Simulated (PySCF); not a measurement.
**CuCl: bond curves at several levels of theory**

What are the lowest state that PBE0 finds, the bond length, vibrational wavenumber and bond energy of CuCl, and how much do these hang on the method?

Program: PySCF 2.14.0. Level of theory: Cu def2-TZVPPD, Cl def2-TZVPPD, no relativity. These are calculated values, not measurements.

## Step 1: Input

A driver script around PySCF takes these settings:

| Quantity | Value |
| --- | --- |
| atoms | Cu, Cl |
| charge | 0 |
| basis | Cu def2-TZVPPD, Cl def2-TZVPPD |
| Hamiltonian | no relativity |
| basis functions | 118 |
| electrons treated | 46 |
| masses in u | 62.9296, 34.9689 |
| levels | PBE0, PBE, r²SCAN, r²SCANh, B3LYP, MN15, M06-L, revPBE, ωB97X-V, HF, MP2, SCS-MP2, CCSD, CCSD(T) |
| grid | 80 radial by 434 angular points |
| occupations | held fixed by the projection of orbital angular momentum |
| dissociation limit | Cu + Cl, each in its ground configuration |
| starting distance in angstrom | 2.105 |
| values of 2S to try | 0, 2, 4 |

Launch:

```sh
> OMP_NUM_THREADS=2 python dia.py task.json out
```

After this run come: First curve: PBE0; Excited determinants; PBE; r²SCAN (meta-GGA); r²SCANh; B3LYP; MN15 (hybrid meta-GGA); M06-L (meta-GGA); revPBE; ωB97X-V; RHF (mean field); MP2 and coupled cluster.

Before running it: what results should come out? Wanted: for each run, Re; ωe; De; μ.

The runs gave:

Lowest PBE0 solution found, without spin–orbit coupling: ¹Σ⁺ (singlet), closed shell. State 2 has its PBE0 minimum 2.29 eV higher. The other levels ran on the lowest alone.

```
      level  Re (Å)  ωe (cm⁻¹)  De (eV)  μ (D)
        RHF   2.179        355     2.63  -6.89
    RHF-MP2   2.056        411     3.91    n/a
RHF-SCS-MP2   2.083        397     3.77    n/a
   RHF-CCSD   2.107        387     3.57    n/a
RHF-CCSD(T)   2.096        390     3.67    n/a
        PBE   2.066        404     3.77  -4.49
     revPBE   2.082        393     3.55  -4.60
     r²SCAN   2.053        415     3.82  -4.80
      M06-L   2.059        416     4.00  -4.84
    r²SCANh   2.059        411     3.75  -5.05
      B3LYP   2.092        391     3.50  -5.02
       PBE0   2.076        401     3.67  -5.21
       MN15   2.077        407     3.79  -5.39
    ωB97X-V   2.082        405     3.84  -5.53
```

De is counted to Cu + Cl in their ground configurations. A positive dipole means Cu(−)Cl(+).

Differences from CCSD(T) in the same basis:

```
      level  Re (mÅ)  ωe (%)
        RHF      +83    -9.0
    RHF-MP2      -40    +5.4
RHF-SCS-MP2      -14    +1.8
   RHF-CCSD      +11    -0.8
        PBE      -30    +3.6
     revPBE      -14    +0.6
     r²SCAN      -43    +6.3
      M06-L      -37    +6.7
    r²SCANh      -37    +5.3
      B3LYP       -4    +0.1
       PBE0      -20    +2.8
       MN15      -19    +4.3
    ωB97X-V      -14    +3.7
```

**Reading.** Against CCSD(T) in the same basis, the bond length is nearest at B3LYP (-4 mÅ) and farthest at RHF (+83 mÅ); the wavenumber is nearest at B3LYP (+0.1 %) and farthest at RHF (-9.0 %). Among the levels with a De in the table, it runs from 2.63 eV (RHF) to 4.00 eV (M06-L).

Correlated steps freeze 10 core orbitals.
